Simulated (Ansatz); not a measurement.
# Si, 2 atoms: a single-point run with RPA energy on CPU cores

The task is the ground state of Si in a cell of 2 atoms at the typed geometry, followed by RPA energy. How long does it take, and what comes out?

Computed with Ansatz 0.2 early development (run time, RPA energy, PBE, NC, unless a step's input says otherwise).

### 1 The structure to begin with

Symmetry: Fd-3m, No. 227, cubic system. The conventional cell has a = 5.437 Å, b = 5.437 Å, c = 5.437 Å, α = 90.00°, β = 90.00°, γ = 90.00°. Around Si (site symmetry -43m) lie 4 Si at 2.35 Å.

Coordinates:

```cif
data_structure
_symmetry_space_group_name_H-M 'P 1'
_symmetry_Int_Tables_number 1
_cell_length_a 3.8445
_cell_length_b 3.8445
_cell_length_c 3.8445
_cell_angle_alpha 60.000
_cell_angle_beta 60.000
_cell_angle_gamma 60.000
_cell_volume 40.18
loop_
_atom_site_label
_atom_site_type_symbol
_atom_site_fract_x
_atom_site_fract_y
_atom_site_fract_z
_atom_site_occupancy
Si1 Si 0.00000 0.00000 0.00000 1
Si2 Si 0.25000 0.25000 0.25000 1
```

### 2 The calculation

The input, input.yaml:

```yaml
crystal:
  lattice:
    - [0, 2.7185, 2.7185]
    - [2.7185, 0, 2.7185]
    - [2.7185, 2.7185, 0]
  atoms:
    - { symbol: Si, position: [0, 0, 0] }
    - { symbol: Si, position: [0.25, 0.25, 0.25] }
basis:
  ecutwfc: "310 eV"
  precision: f64
  ecutrho_ratio: 4
kpoints:
  mp_grid: { grid: [6, 6, 6], shift: [0, 0, 0] }
hamiltonian:
  xc: pbe
  pseudopotentials: { kind: nc, accuracy: standard }
scf:
  occupations: { method: fixed }
  convergence: { dr2_threshold: "1e-8 eV" }
output:
  rpa_energy:
    n_bands: 100
    ecut_chi_ladder: ["150 eV", "175 eV", "200 eV"]
    long_wavelength: optical_limit
```

Run with:

```sh
$ ansatz run input --backend cpu --pin auto --threads 4 --events-out ev
```

**Question.** What will these runs give? Wanted: free energy; electrons solved for; SCF passes in all; RPA correlation energy; exact exchange.

As calculated:

```
                      quantity                                                     value
time per pass of the first SCF                                                   0.012 s
                   free energy                          -230.2405 eV (-115.1203 eV/atom)
          electrons solved for                                                         8
             SCF passes in all                                                         6
        RPA correlation energy                               -12.444 eV (-6.222 eV/atom)
                exact exchange                                                -57.756 eV
                     wall time  31 s (4 threads of Arm Neoverse V2 (Grace), shared host)
```

Of the time up to the last event, 99 % went to the work after the first SCF (RPA energy). The reported correlation energy lies 0.310 eV from that at the highest cutoff, which shows how much the extrapolation supplies.
